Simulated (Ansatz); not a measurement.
# PdTe: the cost of one run

Method: DFT r²SCAN+U (U_eff = 1 eV on Pd d), plane waves, PAW, in Ansatz 0.2.0.

**1. The starting structure**

The structure is hexagonal, space group P6_3/mmc (No. 194). Conventional cell: a = 4.152 Å, b = 4.152 Å, c = 5.672 Å, α = 90.00°, β = 90.00°, γ = 120.00°. Around Te (site symmetry -6m2) lie 6 Pd at 2.79 Å. Pd (site symmetry -3m) is surrounded by 6 Te at 2.79 Å and 2 Pd at 2.84 Å.

As a file:

```xyz
8
Lattice="4.1521 0.0000 0.0000 -4.1521 7.1916 0.0000 0.0000 0.0000 5.6719" Properties=species:S:1:pos:R:3 pbc="T T T"
Te    0.0000    2.3972    1.4180
Te    2.0760    1.1986    4.2539
Pd    0.0000    0.0000    0.0000
Pd    0.0000    0.0000    2.8359
Te   -2.0760    5.9930    1.4180
Te    0.0000    4.7944    4.2539
Pd   -2.0760    3.5958    0.0000
Pd   -2.0760    3.5958    2.8359
```

Magnetic order typed: antiferromagnetic, doubled cell 0 1/2 0.

**2. From atoms, symmetry kept, no search**

Contents of input.yaml:

```yaml
crystal:
  lattice:
    - [4.15209743, 0.0, 0.0]
    - [-4.15209742, 7.1916437, 0.0]
    - [0.0, 0.0, 5.6718989]
  atoms:
    - { symbol: Te, position: [0.3333333333, 0.3333333334, 0.25] }
    - { symbol: Te, position: [0.6666666667, 0.1666666666, 0.75] }
    - { symbol: Pd, position: [0.0, 0.0, 0.0], spin: 2.0 }
    - { symbol: Pd, position: [0.0, 0.0, 0.5], spin: 2.0 }
    - { symbol: Te, position: [0.3333333333, 0.8333333333, 0.25] }
    - { symbol: Te, position: [0.6666666667, 0.6666666666, 0.75] }
    - { symbol: Pd, position: [0.0, 0.5, 0.0], spin: -2.0 }
    - { symbol: Pd, position: [0.0, 0.5, 0.5], spin: -2.0 }
basis:
  ecutwfc: 500
  ecutrho_ratio: 4
kpoints:
  mp_grid: { grid: [5, 5, 4] }
hamiltonian:
  xc: r2scan
  hubbard:
    sites:
      - { site: 2, l: d, u_eff: 1.0 }
      - { site: 3, l: d, u_eff: 1.0 }
      - { site: 6, l: d, u_eff: 1.0 }
      - { site: 7, l: d, u_eff: 1.0 }
scf:
  occupations: { method: gaussian, width: 0.05 }
  lower_state_search: "off"
  max_iter: 150
output:
  forces: true
  stress: true
  eigenvalues: true
  populations: true
  hubbard:
    sites:
      - { site: 2, l: d }
      - { site: 3, l: d }
      - { site: 6, l: d }
      - { site: 7, l: d }
magnetization:
  spin_polarized: true
```

Started as:

```sh
$ ansatz run input.yaml --threads 8 --pin off --max-ram 12288MiB --backend cpu --events-out ev --progress --plain --runs-dir out
```

**Question.** How long does this run take on 8 threads of Arm Neoverse V1, shared host, and how much memory does it need?

About 42 s, with a peak of 2 GiB.
